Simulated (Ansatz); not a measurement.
# FGaHO radical (SMILES [O][GaH][F]): one structure at several levels

The atoms stand at a structure displaced at random from a GFN2-xTB minimum. How far do the functionals agree with CCSD(T) there?

Method: single points in def2-TZVPP; program: Ansatz 0.2.0, Gaussian basis.

Correlated methods freeze the cores. Filled d shells of the heavier atoms are correlated. Orbitals are unrestricted. B3LYP uses VWN-RPA correlation.

### Step 1. Where the work starts

SMILES `[O][GaH][F]`, 4 atoms, charge 0, spin multiplicity 2.

Atoms are counted from 1 here; the program's logs count them from 0.

Bond lengths: O1–Ga2 1.629 Å, Ga2–F3 1.767 Å, Ga2–H4 1.581 Å. Angles: O1–Ga2–F3 142.4°, O1–Ga2–H4 104.1°, F3–Ga2–H4 113.5°.

Coordinates:

```xyz
4

O    -1.5114   -0.2977    0.6167
Ga    0.0109   -0.0923    0.0734
F     1.6870   -0.5468    0.4012
H    -0.1508    0.8685   -1.1720
```

### Step 2. CCSD(T)/def2-TZVPP

run/in.yaml

```yaml
crystal:
  periodic: [false, false, false]
  atoms:
    - {symbol: O, position_ang: [-1.511400, -0.297700, 0.616700]}
    - {symbol: Ga, position_ang: [0.010900, -0.092300, 0.073400]}
    - {symbol: F, position_ang: [1.687000, -0.546800, 0.401200]}
    - {symbol: H, position_ang: [-0.150800, 0.868500, -1.172000]}
basis:
  gaussian: {orbitals: def2-TZVPP}
magnetization: {spin_polarized: true, initial_magnetization: 1}
correlation: {method: ccsd_t}
scf: {omitted_lower_state_checks: [cluster_reference]}
output: {forces: true}
```

The command line of these runs was not kept.

### Step 3. PBE0-D4/def2-TZVPP

Changes to run/in.yaml since step 2:

```diff
@@ -10,4 +10,3 @@
 magnetization: {spin_polarized: true, initial_magnetization: 1}
-correlation: {method: ccsd_t}
-scf: {omitted_lower_state_checks: [cluster_reference]}
-output: {forces: true}
+hamiltonian: {xc: pbe0, dispersion: d4}
+output: {forces: true, orbitals: {seedname: orbitals}}
```

### Step 4. wB97M-V/def2-TZVPP

Changes to run/in.yaml since step 3:

```diff
@@ -10,3 +10,3 @@
 magnetization: {spin_polarized: true, initial_magnetization: 1}
-hamiltonian: {xc: pbe0, dispersion: d4}
-output: {forces: true, orbitals: {seedname: orbitals}}
+hamiltonian: {xc: {name: wB97M-V}}
+output: {forces: true}
```

### Step 5. r2SCAN-D4/def2-TZVPP

Changes to run/in.yaml since step 4:

```diff
@@ -10,3 +10,3 @@
 magnetization: {spin_polarized: true, initial_magnetization: 1}
-hamiltonian: {xc: {name: wB97M-V}}
+hamiltonian: {xc: r2scan, dispersion: d4}
 output: {forces: true}
```

### Step 6. PBE-D4/def2-TZVPP

Changes to run/in.yaml since step 5:

```diff
@@ -10,3 +10,3 @@
 magnetization: {spin_polarized: true, initial_magnetization: 1}
-hamiltonian: {xc: r2scan, dispersion: d4}
+hamiltonian: {xc: pbe, dispersion: d4}
 output: {forces: true}
```

### Step 7. B3LYP-D4/def2-TZVPP

Changes to run/in.yaml since step 6:

```diff
@@ -10,3 +10,3 @@
 magnetization: {spin_polarized: true, initial_magnetization: 1}
-hamiltonian: {xc: pbe, dispersion: d4}
+hamiltonian: {xc: {name: B3LYP}, dispersion: d4}
 output: {forces: true}
```

### Step 8. HSE06-D4/def2-TZVPP

Changes to run/in.yaml since step 7:

```diff
@@ -10,3 +10,3 @@
 magnetization: {spin_polarized: true, initial_magnetization: 1}
-hamiltonian: {xc: {name: B3LYP}, dispersion: d4}
+hamiltonian: {xc: hse06, dispersion: d4}
 output: {forces: true}
```

(Steps that only read results are left out.)

Q: Predict the outcome of this session. Wanted: energy less free atoms, CCSD(T)/def2-TZVPP; RMS force component; RMS force error; HOMO and LUMO, PBE0-D4; T1 diagnostic.

The runs gave:

| quantity | value |
| --- | --- |
| energy less free atoms, CCSD(T)/def2-TZVPP | -988.7 kJ/mol |
| RMS force component | 1.916 to 2.440 eV/Å over the methods |
| RMS force error | PBE0-D4 0.231, wB97M-V 0.107, r2SCAN-D4 0.388, PBE-D4 0.585, B3LYP-D4 0.254, HSE06-D4 0.239 eV/Å |
| HOMO and LUMO, PBE0-D4 | -9.57 and -4.96 eV |
| T1 diagnostic | 0.024 |

**Reading.** Against CCSD(T) the functionals' energies less atoms differ by -66.4 to -4.7 kJ/mol, PBE-D4 by -66.4 kJ/mol. A larger basis would deepen the CCSD(T) value, while the functionals are nearly converged already, so the order here is not reliable. On forces the order runs from wB97M-V to PBE-D4. Frozen-core CCSD(T) forces in triple zeta carry basis errors of their own, and this is one geometry, so small gaps rank nothing.
